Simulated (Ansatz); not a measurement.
**GdO (zincblende): equation of state**

How stiff is GdO (zincblende)? Energies and pressures are computed at volumes on both sides of the relaxed cell and fitted.

Computed with Ansatz 0.2.0 (DFT PBE+U (U_eff = 6 eV on Gd 4f), scalar-relativistic, plane waves, PAW, unless a step's input says otherwise).

2 further runs of the same task are left out: 1 that didn't finish, 1 set aside as unsound or not needed.

## (1) The structure to begin with

The structure is cubic, space group F-43m (No. 216). The conventional cell has a = 5.397 Å, b = 5.397 Å, c = 5.397 Å, α = 90.00°, β = 90.00°, γ = 90.00°. Around Gd (site symmetry -43m) lie 4 O at 2.34 Å. O (site symmetry -43m) has 4 Gd at 2.34 Å as nearest neighbours.

Coordinates:

```cif
data_structure
_symmetry_space_group_name_H-M 'P 1'
_symmetry_Int_Tables_number 1
_cell_length_a 3.8162
_cell_length_b 3.8162
_cell_length_c 3.8162
_cell_angle_alpha 60.000
_cell_angle_beta 60.000
_cell_angle_gamma 60.000
_cell_volume 39.30
loop_
_atom_site_label
_atom_site_type_symbol
_atom_site_fract_x
_atom_site_fract_y
_atom_site_fract_z
_atom_site_occupancy
Gd1 Gd 0.00000 0.00000 0.00000 1
O1 O 0.25000 0.25000 0.25000 1
```

An earlier run at PBE+U (U_eff = 6 eV on Gd 4f) left this cell at 19.649 Å³/atom and 0.00 GPa (10×10×10 mesh).

Volume factors to run: 0.980, 1.020, 0.960, 1.040, 1.070, 1.100, 0.945.

## (2) Volume × 0.980

The input, input.yaml:

```yaml
crystal:
  lattice:
    - [0.0, 2.6803200633, 2.6803200633]
    - [2.6803200633, 0.0, 2.6803200633]
    - [2.6803200633, 2.6803200633, 0.0]
  atoms:
    - { symbol: Gd, position: [0.0, 0.0, 0.0], spin: 7.72 }
    - { symbol: O, position: [0.25, 0.25, 0.25] }
basis:
  ecutwfc: 420
  ecutrho_ratio: 4
kpoints:
  mp_grid: { grid: [10, 10, 10] }
hamiltonian:
  xc: pbe
  hubbard:
    sites:
      - { species: Gd, l: f, u_eff: 6.0, starting_ns: start.occupation_matrices }
    ns_hold: { iters: 6 }
scf:
  occupations: { method: gaussian, width: 0.05 }
  lower_state_search: "off"
output:
  forces: true
  stress: true
  eigenvalues: true
  populations: true
  hubbard: { sites: [{ species: Gd, l: f }] }
magnetization:
  spin_polarized: true
```

start.occupation_matrices holds the open shells' occupation matrices from the neighbouring geometry.

Launch:

```console
$ ansatz run input.yaml --threads 2 --pin off --max-ram 3072MiB --backend cpu --events-out ev --progress --plain --runs-dir out
```

The runs that follow: Scaling the volume by 1.020; Volume × 0.960; Scaling the volume by 1.040; Volume × 1.070; Volume × 1.100; Scaling the volume by 0.945.

Q: Predict the outcome of this session. Wanted: V0; B0; B0′; scatter of the fit.

The runs gave:

```
          quantity           value
                V0  19.647 Å³/atom
                B0         100 GPa
               B0′             4.2
scatter of the fit  0.015 meV/atom
```

A third-order Birch–Murnaghan fit puts the minimum at 19.65 Å³/atom with a bulk modulus of 100 GPa. One per cent of compression takes about 1.0 GPa. These are values at 0 K without zero-point motion. With a Hubbard U or exact exchange the result depends on the state in which the open shell ends, and a lower one can't be excluded. Spin–orbit coupling is left out, though the cell holds Gd; it splits the 4f levels.
